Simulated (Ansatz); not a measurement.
# Ti (Titanium): the cost of one run

Computed with Ansatz 0.2.0 (DFT PBE, scalar-relativistic, plane waves, PAW, unless a step's input says otherwise).

1 further run of the same task is left out (set aside as unsound or not needed).

### 1 Starting point

The structure is hexagonal, space group P6_3/mmc (No. 194). Conventional cell: a = 2.939 Å, b = 2.939 Å, c = 4.650 Å, α = 90.00°, β = 90.00°, γ = 120.00°. Ti (site symmetry -6m2) has 12 Ti at 2.88 to 2.94 Å as nearest neighbours.

As a file:

```cif
data_structure
_symmetry_space_group_name_H-M 'P6_3/mmc'
_symmetry_Int_Tables_number 194
_cell_length_a 2.9386
_cell_length_b 2.9386
_cell_length_c 4.6504
_cell_angle_alpha 90.000
_cell_angle_beta 90.000
_cell_angle_gamma 120.000
_cell_volume 34.78
loop_
_atom_site_label
_atom_site_type_symbol
_atom_site_symmetry_multiplicity
_atom_site_Wyckoff_symbol
_atom_site_fract_x
_atom_site_fract_y
_atom_site_fract_z
_atom_site_occupancy
Ti1 Ti 2 c 0.33333 0.66667 0.25000 1
```

It is the result of an earlier relaxation at this level (volume 17.39 Å³/atom; gap on the mesh: none (metal)).

### 2 Bulk reference on the slab's mesh

The input, input.yaml:

```yaml
crystal:
  lattice:
    - [2.9385821062, 0.0, 0.0]
    - [-1.4692910531, 2.5448867551, 0.0]
    - [0.0, 0.0, 4.6504271809]
  atoms:
    - { symbol: Ti, position: [0.3333333333, 0.6666666667, 0.25] }
    - { symbol: Ti, position: [0.6666666667, 0.3333333333, 0.75] }
basis:
  ecutwfc: 420
kpoints:
  mp_grid: { grid: [12, 12, 8] }
hamiltonian:
  xc: pbe
scf:
  occupations: { method: gaussian, width: 0.1 }
output:
  forces: true
  stress: true
  eigenvalues: true
```

Run with:

```console
$ ansatz run input.yaml --threads 1 --pin off --max-ram 2560MiB --backend cpu --events-out ev --progress --plain --runs-dir out
```

Q: Estimate wall time and peak memory on 1 thread of AMD EPYC 9R45 (Zen 5), shared host.

About 1.2 s, with a peak of 0.45 GiB.
